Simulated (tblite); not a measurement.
# H15Sb33: the cost of one run

Programs: tblite 0.8.0 and PySCF 2.14.0, with routines of our own; each step states its level. All values are computed. Atoms count from 0.

## Step 1: The starting structure

48 atoms, charge 0, multiplicity 1; geometry from: force field, distance geometry or constructed start.

## Step 2: Optimising the geometry with GFN1-xTB

Job settings and geometry (Å):

```
{"job": {"kind": "relax", "xc": "GFN1-xTB", "basis": "xTB"}, "charge": 0, "multiplicity": 1}
Sb     0.004900    -0.100700    -0.819200
Sb    -2.058000     1.090100     0.825500
Sb    -4.104400    -0.101200    -0.816600
Sb    -4.110300    -2.467100     0.826200
Sb    -2.055800    -3.659100    -0.814200
Sb    -0.003300    -2.472000     0.829800
Sb     6.164500     3.461900    -0.820900
Sb     4.113000     4.649200     0.833900
Sb     2.057500     3.458100    -0.818000
Sb     2.052000     1.086700     0.834000
Sb     4.107500    -0.100100    -0.819700
Sb     6.161900     1.085500     0.832400
Sb    -6.167800    -3.657200    -0.812600
Sb    -6.162200    -6.031200     0.829700
Sb    -4.111800    -7.211800    -0.817400
Sb    -2.056700    -6.030000     0.838700
Sb     2.055200    -3.656000    -0.816700
Sb     4.108500    -2.474900     0.831400
Sb     4.109000     7.021000    -0.815100
Sb     2.057600     8.206400     0.835100
Sb    -0.002300     7.023000    -0.816100
Sb    -0.000900     4.648000     0.832200
Sb     6.167800    -3.653300    -0.811000
Sb     2.050600    -6.034900     0.830900
Sb     4.110100    -7.214300    -0.816700
Sb     6.158300    -6.031500     0.834900
Sb    -2.054100     3.462500    -0.818300
Sb    -2.055400     8.206100     0.833600
Sb    -4.109000     7.019600    -0.819600
Sb    -4.108500     4.646900     0.835800
Sb     0.003600    -7.216300    -0.818700
Sb    -6.166300     3.461500    -0.817400
Sb    -6.165400     1.087600     0.830500
H      7.389400     4.164900     0.168100
H      7.388500     0.383200    -0.152900
H     -7.386800    -2.949600     0.161500
H     -7.388100    -6.736500    -0.153700
H     -4.108700    -8.626500     0.161800
H      5.333600     7.721300     0.164300
H      2.050000     9.621000    -0.148400
H      7.387200    -2.954100     0.168200
H      4.115500    -8.634600     0.168100
H      7.392200    -6.735600    -0.153200
H     -2.052200     9.617100    -0.151400
H     -5.336200     7.726900     0.166800
H     -0.001900    -8.627400     0.161000
H     -7.384900     4.166300     0.163800
H     -7.387600     0.384000    -0.147300
```

Launch:

```
$ OMP_NUM_THREADS=4 python large_run.py task.json out
```

One launch serves the whole session: the jobs run in the order shown.

Q: Estimate the wall time and peak memory of this first job on 4 threads of Arm Neoverse V2, shared host.

About 40 s, with a peak of 0.17 GiB.
